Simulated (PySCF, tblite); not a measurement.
**C₅H₄B radical: geometry, infrared bands and EPR parameters**

What infrared bands and EPR parameters should C₅H₄B radical (`[C]#CB(C)C#C`) show?

The runs use tblite 0.8.0 and PySCF 2.14.0, with density-fitted response routines of our own; the level of theory stands in each step. All values are computed, except where a source is named. Atoms are numbered from 0 throughout.

**1. The molecule as given**

10 atoms, charge 0, multiplicity 2; geometry from: force field or distance geometry start.

Bonds of the start (Å): C0–C1 1.20, C1–B2 1.56, B2–C3 1.61, B2–C4 1.54, C4–C5 1.21, C3–H6 1.11, C3–H7 1.10, C3–H8 1.12, C5–H9 1.07.

**2. Geometry optimisation with GFN2-xTB**

What the job is given:

```
{"job": {"kind": "relax", "xc": "GFN2-xTB", "basis": "xTB"}, "charge": 0, "multiplicity": 2}
C     -0.394500     2.869600     0.710400
C     -0.281800     1.691900     0.500600
B     -0.087000     0.163700     0.251800
C     -1.365900    -0.582900    -0.369900
C      1.306900    -0.315500    -0.179800
C      2.409000    -0.674100    -0.522500
H     -2.241400     0.033000    -0.081800
H     -1.315800    -0.602100    -1.466600
H     -1.415100    -1.602800     0.093200
H      3.394600    -0.976100    -0.810800
```

On the command line:

```
$ OMP_NUM_THREADS=1 python probes_run.py task.json out
```

This one command runs all jobs of the session in turn.

**Question.** This job is followed by: GFN2-xTB harmonic vibrations, gas phase; UKS B3LYP, pcH-1 on B C H, non-relativistic, mean-field spin-orbit, GIAO. Predict these results of the whole session: strongest single infrared mode (GFN2-xTB); zero-point energy (GFN2-xTB); g(iso) (B3LYP); ⟨S²⟩; largest a(iso) (averaged by class); surface potential, 1st and 99th percentile.

As calculated:

| quantity | value |
| --- | --- |
| strongest single infrared mode (GFN2-xTB) | 1151 cm⁻¹, 136 km/mol |
| zero-point energy (GFN2-xTB) | 41.1 kcal/mol |
| g(iso) (B3LYP) | 2.00245 |
| ⟨S²⟩ | 0.772 (exact 0.75) |
| largest a(iso) (averaged by class) | 13C on C0, 936.3 MHz |
| surface potential, 1st and 99th percentile | -0.79 V and 1.65 V |

**Reading.** The optimisation took 32 steps and gained 0.359 eV; among the close pairs (by a distance rule), C1–B2 changed most, from 1.561 to 1.515 Å. The lowest mode is imaginary (29i cm⁻¹), so the xTB geometry is not a minimum. The strongest single mode, at 1151 cm⁻¹, moves mainly B2. GFN2-xTB is a fitted tight-binding method: band positions and strengths are rough. Its intensities can rank the bands wrongly. Most of the unpaired spin sits on C0 (1.14 e). The isotropic g lies 0.1 ppt above the free-electron value.
